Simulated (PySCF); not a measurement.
**Rh(35+), Rh(36+): ionisation energy in even-tempered 19s12p6d5f4g**

Aim: the ionisation energy of rhodium from differences of total energies, at each level of theory, and how far each lands from the tabulated value where there is one.

The numbers are computed with PySCF 2.14.0 (unrestricted determinants in a Gaussian basis, no spin-orbit coupling in the energies), except any that are marked as measured or tabulated.

### Step 1. The system

```
Element                                   : rhodium (Z = 45)
Basis                                     : an uncontracted even-tempered set (19 s from 13 bohr⁻², ratio 2.2; 12 p from 17 bohr⁻², ratio 2.2; 6 d from 75 bohr⁻², ratio 2.4; 5 f from 110 bohr⁻², ratio 2.4; 4 g from 170 bohr⁻², ratio 2.4)
Hamiltonian                               : scalar relativity by spin-free X2C-1e
State 1                                   : Rh(35+): [Ne], closed-shell 1S
State 2                                   : Rh(36+): [He] 2s2 2p5, 2P determinant
Methods                                   : UHF, LDA, PBE, PBE0, r2SCAN, revPBE, BP86, MP2
Core shells frozen in the correlated runs : all electrons: nothing (for Rh(35+))
```

The outer shells:

Rh35+ [Ne]
```
[He] core
2s [↑↓]
2p [↑↓][↑↓][↑↓]
```

Rh36+ [He] 2s2 2p5
```
[He] core
2s [↑↓]
2p [↑↓][↑↓][↑ ]
```

The runs were made by one driver on top of PySCF. The scripts below sum up each run's settings (the driver also hands on starting orbitals that pick excited configurations, and frozen orbitals as a list rather than a count), and the logs come from the driver's own runs. The driver starts from symmetry-adapted Hartree-Fock orbitals, holds the occupation by maximum overlap and uses a logarithmic radial grid for functionals, so a plain start would take other cycles.

The integrals over 156 functions and the set-up took 3.7 s of CPU time.

### Step 2. Rh(35+)

#### UHF

input.py

```python
from pyscf import gto, scf, dft, mp, cc
mol = gto.M(atom="Rh 0 0 0", charge=35, spin=0, symmetry="D2h",
            basis=gto.etbs([(0, 19, 13, 2.2), (1, 12, 17, 2.2), (2, 6, 75, 2.4), (3, 5, 110, 2.4), (4, 4, 170, 2.4)]),
            nucmod="G")
mf = scf.UHF(mol).sfx2c1e()
mf.irrep_nelec = {'Ag': (2, 2), 'B1u': (1, 1), 'B2u': (1, 1), 'B3u': (1, 1)}
mf.kernel()
```

The log of the run:

```text
damping factor = 0
level_shift factor = 0
DIIS = <class 'pyscf.scf.diis.CDIIS'>
diis_start_cycle = 1
diis_space = 10
diis_damp = 0
SCF conv_tol = 1e-09
SCF conv_tol_grad = None
number electrons alpha = 5  beta = 5
cycle= 1 E= -3758.40929280935  delta_E= 9.09e-13  |g|= 1.17e-08  |ddm|= 6e-09
converged SCF energy = -3758.40929280935  <S^2> = -1.2434498e-14  2S+1 = 1
```

It used 19 s of CPU time after the integrals (shared host).

The occupied shells:

| shell | electrons | mean orbital energy (eV) | spread (eV) | rms radius (bohr) |
| --- | --- | --- | --- | --- |
| 1s | 2 | -25425.1 | 0 | 0.0374 |
| 2s | 2 | -5409.5 | 0 | 0.150 |
| 2p | 6 | -5066.8 | 0 | 0.133 |

⟨S²⟩ = 0.000, ⟨L²⟩ = 0.00.

Spin-orbit constants on these orbitals (cm⁻¹; bare nucleus, screened nucleus, mean field): 2p 814000, 777800, 763800.

#### LDA

input.py, as changed from the run before:

```diff
@@ -4,3 +4,3 @@
             nucmod="G")
-mf = scf.UHF(mol).sfx2c1e()
+mf = dft.UKS(mol, xc="LDA,VWN").sfx2c1e()
 mf.irrep_nelec = {'Ag': (2, 2), 'B1u': (1, 1), 'B2u': (1, 1), 'B3u': (1, 1)}
```

The log of the run:

```text
damping factor = 0
level_shift factor = 0
DIIS = <class 'pyscf.scf.diis.CDIIS'>
diis_start_cycle = 1
diis_space = 10
diis_damp = 0
SCF conv_tol = 1e-09
SCF conv_tol_grad = None
number electrons alpha = 5  beta = 5
XC functionals = LDA,VWN
    P. A. M. Dirac.,  Math. Proc. Cambridge Philos. Soc. 26, 376 (1930)
    F. Bloch.,  Z. Phys. 57, 545 (1929)
    S. H. Vosko, L. Wilk, and M. Nusair.,  Can. J. Phys. 58, 1200 (1980)
cycle= 1 E= -3753.49029895688  delta_E= -0.0108  |g|= 0.0498  |ddm|= 0.0152
cycle= 2 E= -3753.49030687868  delta_E= -7.92e-06  |g|= 0.00409  |ddm|= 0.000336
cycle= 3 E= -3753.49030695142  delta_E= -7.27e-08  |g|= 7.82e-05  |ddm|= 2.71e-05
cycle= 4 E= -3753.49030695145  delta_E= -3.64e-11  |g|= 1.72e-07  |ddm|= 5.24e-07
converged SCF energy = -3753.49030695145  <S^2> = -1.1546319e-14  2S+1 = 1
```

It used 0.93 s of CPU time after the integrals (shared host).

#### PBE

input.py, as changed from the run before:

```diff
@@ -4,3 +4,3 @@
             nucmod="G")
-mf = dft.UKS(mol, xc="LDA,VWN").sfx2c1e()
+mf = dft.UKS(mol, xc="PBE").sfx2c1e()
 mf.irrep_nelec = {'Ag': (2, 2), 'B1u': (1, 1), 'B2u': (1, 1), 'B3u': (1, 1)}
```

The log of the run:

```text
damping factor = 0
level_shift factor = 0
DIIS = <class 'pyscf.scf.diis.CDIIS'>
diis_start_cycle = 1
diis_space = 10
diis_damp = 0
SCF conv_tol = 1e-09
SCF conv_tol_grad = None
number electrons alpha = 5  beta = 5
XC functionals = PBE
    J. P. Perdew, K. Burke, and M. Ernzerhof.,  Phys. Rev. Lett. 77, 3865 (1996)
    J. P. Perdew, K. Burke, and M. Ernzerhof.,  Phys. Rev. Lett. 78, 1396 (1997)
    J. P. Perdew, K. Burke, and M. Ernzerhof.,  Phys. Rev. Lett. 77, 3865 (1996)
    J. P. Perdew, K. Burke, and M. Ernzerhof.,  Phys. Rev. Lett. 78, 1396 (1997)
cycle= 1 E= -3758.33785662676  delta_E= -0.00663  |g|= 0.0125  |ddm|= 0.012
cycle= 2 E= -3758.33785727926  delta_E= -6.52e-07  |g|= 0.00101  |ddm|= 0.00014
cycle= 3 E= -3758.3378572843  delta_E= -5.05e-09  |g|= 4.44e-05  |ddm|= 7.84e-06
cycle= 4 E= -3758.3378572843  delta_E= -2.73e-12  |g|= 1.83e-07  |ddm|= 2.78e-07
converged SCF energy = -3758.3378572843  <S^2> = -1.3322676e-14  2S+1 = 1
```

CPU time 1.1 s on a shared host, the integrals not counted.

#### PBE0

input.py, as changed from the run before:

```diff
@@ -4,3 +4,3 @@
             nucmod="G")
-mf = dft.UKS(mol, xc="PBE").sfx2c1e()
+mf = dft.UKS(mol, xc="PBE0").sfx2c1e()
 mf.irrep_nelec = {'Ag': (2, 2), 'B1u': (1, 1), 'B2u': (1, 1), 'B3u': (1, 1)}
```

The log of the run:

```text
damping factor = 0
level_shift factor = 0
DIIS = <class 'pyscf.scf.diis.CDIIS'>
diis_start_cycle = 1
diis_space = 10
diis_damp = 0
SCF conv_tol = 1e-09
SCF conv_tol_grad = None
number electrons alpha = 5  beta = 5
XC functionals = PBE0
    C. Adamo and V. Barone.,  J. Chem. Phys. 110, 6158 (1999)
    M. Ernzerhof and G. E. Scuseria.,  J. Chem. Phys. 110, 5029 (1999)
cycle= 1 E= -3758.46354048902  delta_E= -0.00362  |g|= 0.00991  |ddm|= 0.00873
cycle= 2 E= -3758.46354075815  delta_E= -2.69e-07  |g|= 0.000499  |ddm|= 6.45e-05
cycle= 3 E= -3758.4635407593  delta_E= -1.14e-09  |g|= 3.08e-05  |ddm|= 3.79e-06
cycle= 4 E= -3758.46354075931  delta_E= -8.64e-12  |g|= 8.39e-08  |ddm|= 1.96e-07
converged SCF energy = -3758.46354075931  <S^2> = -1.1546319e-14  2S+1 = 1
```

It used 4.6 s of CPU time after the integrals (shared host).

#### r2SCAN

input.py, as changed from the run before:

```diff
@@ -4,3 +4,3 @@
             nucmod="G")
-mf = dft.UKS(mol, xc="PBE0").sfx2c1e()
+mf = dft.UKS(mol, xc="R2SCAN").sfx2c1e()
 mf.irrep_nelec = {'Ag': (2, 2), 'B1u': (1, 1), 'B2u': (1, 1), 'B3u': (1, 1)}
```

The log of the run:

```text
damping factor = 0
level_shift factor = 0
DIIS = <class 'pyscf.scf.diis.CDIIS'>
diis_start_cycle = 1
diis_space = 10
diis_damp = 0
SCF conv_tol = 1e-09
SCF conv_tol_grad = None
number electrons alpha = 5  beta = 5
XC functionals = R2SCAN
    J. W. Furness, A. D. Kaplan, J. Ning, J. P. Perdew, and J. Sun.,  J. Phys. Chem. Lett. 11, 8208-8215 (2020)
    J. W. Furness, A. D. Kaplan, J. Ning, J. P. Perdew, and J. Sun.,  J. Phys. Chem. Lett. 11, 9248-9248 (2020)
    J. W. Furness, A. D. Kaplan, J. Ning, J. P. Perdew, and J. Sun.,  J. Phys. Chem. Lett. 11, 8208-8215 (2020)
    J. W. Furness, A. D. Kaplan, J. Ning, J. P. Perdew, and J. Sun.,  J. Phys. Chem. Lett. 11, 9248-9248 (2020)
cycle= 1 E= -3758.96798903106  delta_E= -0.0035  |g|= 0.0107  |ddm|= 0.0083
cycle= 2 E= -3758.96798912119  delta_E= -9.01e-08  |g|= 0.000261  |ddm|= 4.16e-05
cycle= 3 E= -3758.96798912141  delta_E= -2.15e-10  |g|= 1.85e-05  |ddm|= 1.41e-06
converged SCF energy = -3758.96798912141  <S^2> = -1.0658141e-14  2S+1 = 1
```

CPU time 2.3 s on a shared host, the integrals not counted.

#### revPBE

input.py, as changed from the run before:

```diff
@@ -4,3 +4,3 @@
             nucmod="G")
-mf = dft.UKS(mol, xc="R2SCAN").sfx2c1e()
+mf = dft.UKS(mol, xc="PBE_R,PBE").sfx2c1e()
 mf.irrep_nelec = {'Ag': (2, 2), 'B1u': (1, 1), 'B2u': (1, 1), 'B3u': (1, 1)}
```

The log of the run:

```text
damping factor = 0
level_shift factor = 0
DIIS = <class 'pyscf.scf.diis.CDIIS'>
diis_start_cycle = 1
diis_space = 10
diis_damp = 0
SCF conv_tol = 1e-09
SCF conv_tol_grad = None
number electrons alpha = 5  beta = 5
XC functionals = PBE_R,PBE
    Y. Zhang and W. Yang.,  Phys. Rev. Lett. 80, 890 (1998)
    J. P. Perdew, K. Burke, and M. Ernzerhof.,  Phys. Rev. Lett. 77, 3865 (1996)
    J. P. Perdew, K. Burke, and M. Ernzerhof.,  Phys. Rev. Lett. 78, 1396 (1997)
cycle= 1 E= -3758.72468636161  delta_E= -0.00609  |g|= 0.0122  |ddm|= 0.0111
cycle= 2 E= -3758.7246868141  delta_E= -4.52e-07  |g|= 0.000786  |ddm|= 0.000108
cycle= 3 E= -3758.72468681724  delta_E= -3.13e-09  |g|= 5.15e-05  |ddm|= 6.18e-06
cycle= 4 E= -3758.72468681725  delta_E= -1.41e-11  |g|= 1.72e-07  |ddm|= 3.34e-07
converged SCF energy = -3758.72468681725  <S^2> = -1.2434498e-14  2S+1 = 1
```

CPU time 1.1 s on a shared host, the integrals not counted.

#### BP86

input.py, as changed from the run before:

```diff
@@ -4,3 +4,3 @@
             nucmod="G")
-mf = dft.UKS(mol, xc="PBE_R,PBE").sfx2c1e()
+mf = dft.UKS(mol, xc="B88,P86").sfx2c1e()
 mf.irrep_nelec = {'Ag': (2, 2), 'B1u': (1, 1), 'B2u': (1, 1), 'B3u': (1, 1)}
```

The log of the run:

```text
damping factor = 0
level_shift factor = 0
DIIS = <class 'pyscf.scf.diis.CDIIS'>
diis_start_cycle = 1
diis_space = 10
diis_damp = 0
SCF conv_tol = 1e-09
SCF conv_tol_grad = None
number electrons alpha = 5  beta = 5
XC functionals = B88,P86
    A. D. Becke.,  Phys. Rev. A 38, 3098 (1988)
    J. P. Perdew.,  Phys. Rev. B 33, 8822 (1986)
cycle= 1 E= -3759.16673376376  delta_E= -0.00615  |g|= 0.00971  |ddm|= 0.0102
cycle= 2 E= -3759.16673385426  delta_E= -9.05e-08  |g|= 0.000124  |ddm|= 4.91e-05
cycle= 3 E= -3759.16673385428  delta_E= -1.27e-11  |g|= 1.46e-06  |ddm|= 4.19e-07
converged SCF energy = -3759.16673385428  <S^2> = -9.7699626e-15  2S+1 = 1
```

It used 0.87 s of CPU time after the integrals (shared host).

#### MP2 (all electrons)

input.py, as changed from the run before:

```diff
@@ -4,4 +4,5 @@
             nucmod="G")
-mf = dft.UKS(mol, xc="B88,P86").sfx2c1e()
+mf = scf.UHF(mol).sfx2c1e()
 mf.irrep_nelec = {'Ag': (2, 2), 'B1u': (1, 1), 'B2u': (1, 1), 'B3u': (1, 1)}
 mf.kernel()
+mp.UMP2(mf, frozen=0).kernel()
```

No log was kept for this step.

It used 4.7 s of CPU time after the integrals (shared host).

With 10 electrons correlated, the MP2 correlation energy is -0.41336 hartree (-0.09770 same spin, -0.31566 opposite spin); the SCS form gives -0.41136. Largest pairs of shells: 2p-2p -0.2271, 2s-2p -0.0754, 1s-2p -0.0449, 1s-1s -0.0431, 2s-2s -0.0126.

At this charge the one-electron X2C treatment keeps the bare 1/r₁₂, with no two-electron picture change or Breit term, which inflates the 1s pair energies well beyond their four-component values.

Radial density 4πr²ρ of Rh(35+) at UHF, without picture-change correction:

| r (bohr) | density |
| --- | --- |
| 0.000495 | 0.453 |
| 0.000833 | 1.08 |
| 0.00140 | 2.55 |
| 0.00236 | 5.82 |
| 0.00396 | 12.6 |
| 0.00667 | 24.9 |
| 0.0112 | 42.3 |
| 0.0189 | 55.7 |
| 0.0317 | 51.7 |
| 0.0534 | 45.5 |
| 0.0898 | 61.4 |
| 0.151 | 42.7 |
| 0.254 | 5.61 |
| 0.427 | 0.0454 |

(Part 1 of 2 ends here.)
